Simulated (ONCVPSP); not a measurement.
# W: the cost of one run

Program: ONCVPSP 4.0.1.1 (patched build). Reference atom: PBE, scalar-relativistic, spherical and spin-unpolarised. All values are calculated.

## Step 1: Settings

Typed settings, in words:

- element: tungsten (W, Z = 74)
- type: optimised norm-conserving Vanderbilt (ONCV)
- frozen core: [Kr] 4d10 4f14
- valence charge: 14
- reference configuration: 5s2 5p6 5d4 6s2
- partial waves: 5s+6s: rc 1.95 bohr, ncon 4, nbas 8, qcut 5.4 1/bohr, 2 projectors; 5p: rc 1.40 bohr, ncon 4, nbas 7, qcut 5.3 1/bohr, 1 projector; 5d: rc 2.45 bohr, ncon 3, nbas 8, qcut 5.8 1/bohr, 2 projectors, debl 3.6 Ha
- local potential: polynomial inside 1.05 bohr (lpopt 4, dvloc0 0 Ha)
- core correction: not asked for

An earlier all-electron run gives the scale for the radii.

All-electron outer shells of the reference configuration (PBE, scalar-relativistic, ld1.x):

| shell | level (eV) | outermost node (bohr) | outermost maximum (bohr) |
| --- | --- | --- | --- |
| 5s | -79.07 | 0.53 | 0.96 |
| 5p | -43.20 | 0.57 | 1.09 |
| 4f | -33.21 | – | 0.43 |
| 6s | -5.71 | 1.28 | 2.67 |
| 5d | -4.48 | 0.63 | 1.49 |
| 6p | -1.36 | 1.54 | 3.75 |

## Step 2: The generation run

Contents of W.dat:

```
# ATOM AND REFERENCE CONFIGURATION
# atsym  z   nc   nv     iexc    psfile
  W 74.00   10    4        4      upf
#
#   n    l    f
    1    0    2.00
    2    0    2.00
    2    1    6.00
    3    0    2.00
    3    1    6.00
    3    2   10.00
    4    0    2.00
    4    1    6.00
    4    2   10.00
    4    3   14.00
    5    0    2.00
    5    1    6.00
    5    2    4.00
    6    0    2.00
#
# PSEUDOPOTENTIAL AND OPTIMIZATION
# lmax
    2
#
#   l,   rc,      ep,       ncon, nbas, qcut
    0    1.95    0.00    4    8    5.40
    1    1.40    0.00    4    7    5.30
    2    2.45    0.00    3    8    5.80
#
# LOCAL POTENTIAL
# lloc, lpopt,  rc(5),   dvloc0
    4    4    1.05    0.00
#
# VANDERBILT-KLEINMAN-BYLANDER PROJECTORs
# l, nproj, debl
    0    2    0.40
    1    1    2.40
    2    2    3.60
#
# MODEL CORE CHARGE
# icmod, fcfact, rcfact
    0    0.00    0.00
#
# LOG DERIVATIVE ANALYSIS
# epsh1, epsh2, depsh
   -4.00    5.00    0.02
#
# OUTPUT GRID
# rlmax, drl
    6.00    0.01
#
# TEST CONFIGURATIONS
# ncnf
    4
# nvcnf
#   n    l    f
    4
    5    0    2.00
    5    1    6.00
    5    2    4.00
    6    0    1.00
#
    4
    5    0    2.00
    5    1    6.00
    5    2    4.00
    6    0    0.00
#
    4
    5    0    2.00
    5    1    6.00
    5    2    3.00
    6    0    0.00
#
    5
    5    0    2.00
    5    1    6.00
    5    2    4.00
    6    0    0.00
    6    1    2.00
#
```

On the command line:

```sh
oncvpsp.x < W.dat > W.out
```

**Question.** How long does this run take on 1 thread of Neoverse-N1, shared host?

About 6 s.
